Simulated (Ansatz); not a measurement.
Here is an Ansatz 0.2.0 calculation.

File input.yaml:

```yaml
crystal:
  lattice:
    - [3.31929, 1.91639, 6.87982]
    - [-3.31929, 1.91639, 6.87982]
    - [0.0, -3.83279, 6.87982]
  atoms:
    - { symbol: Cs, position: [0.0, 0.0, 0.0] }
    - { symbol: Li, position: [0.5, 0.5, 0.5] }
    - { symbol: Cr, position: [0.79848, 0.79848, 0.79848], spin: 3.0, spin_axis: [3.0, 0.0, 0.0] }
    - { symbol: Cr, position: [0.20152, 0.20152, 0.20152], spin: 3.0, spin_axis: [3.0, 0.0, 0.0] }
    - { symbol: Te, position: [0.6799, 0.6799, 0.6799] }
    - { symbol: Te, position: [0.3201, 0.3201, 0.3201] }
    - { symbol: S, position: [0.13626, 0.86374, 0.5] }
    - { symbol: S, position: [0.5, 0.13626, 0.86374] }
    - { symbol: S, position: [0.86374, 0.5, 0.13626] }
hamiltonian:
  xc: pbe
  pseudopotentials: { kind: paw_fr }
magnetization:
  noncollinear: true
  spin_orbit: true
kpoints:
  mp_grid: { grid: [4, 4, 4] }
  band_path:
    path:
      - [[0.0, 0.0, 0.0], [0.5, 0.0, 0.0], [0.5, 0.2183944418, -0.2183944418]]
      - [[0.7816055582, 0.5, 0.2183944418], [0.5, 0.5, 0.5], [0.0, 0.0, 0.0], [0.3591972209, 0.0, -0.3591972209]]
      - [[0.6408027791, 0.3591972209, 0.0], [0.5, 0.5, 0.0], [0.6408027791, 0.6408027791, 0.2183944418], [0.5, 0.5, 0.5]]
      - [[0.5, 0.0, 0.0], [0.7816055582, 0.3591972209, 0.3591972209]]
    npoints: 10
scf:
  occupations: { method: fermi_dirac, width: 0.05 }
  n_extra_bands: 22
output:
  forces: true
  stress: true
  eigenvalues: true
  fatbands: true
  write_density: true
  write_potential: true
  elf: true
  volumetric_format: npy
```

Potentials or basis: Ansatz PAW.

Launch:

```bash
$ ansatz run input.yaml --threads 8 --pin off --max-ram 20480MiB --backend cpu --events-out ev --progress --plain --runs-dir out
```

(1) What does it give for the net moment?

(2) Predict the absolute moment.

(3) Estimate the pressure.

(4) Predict the largest force.

Answers

(1) 4.07 μB per cell.

(2) 6.01 μB per cell.

(3) 0.1 GPa.

(4) 0.047 eV/Å.

Caveat: only a ferromagnetic start was run, and an antiferromagnetic order may lie lower in energy; the thresholds are loose for stress.
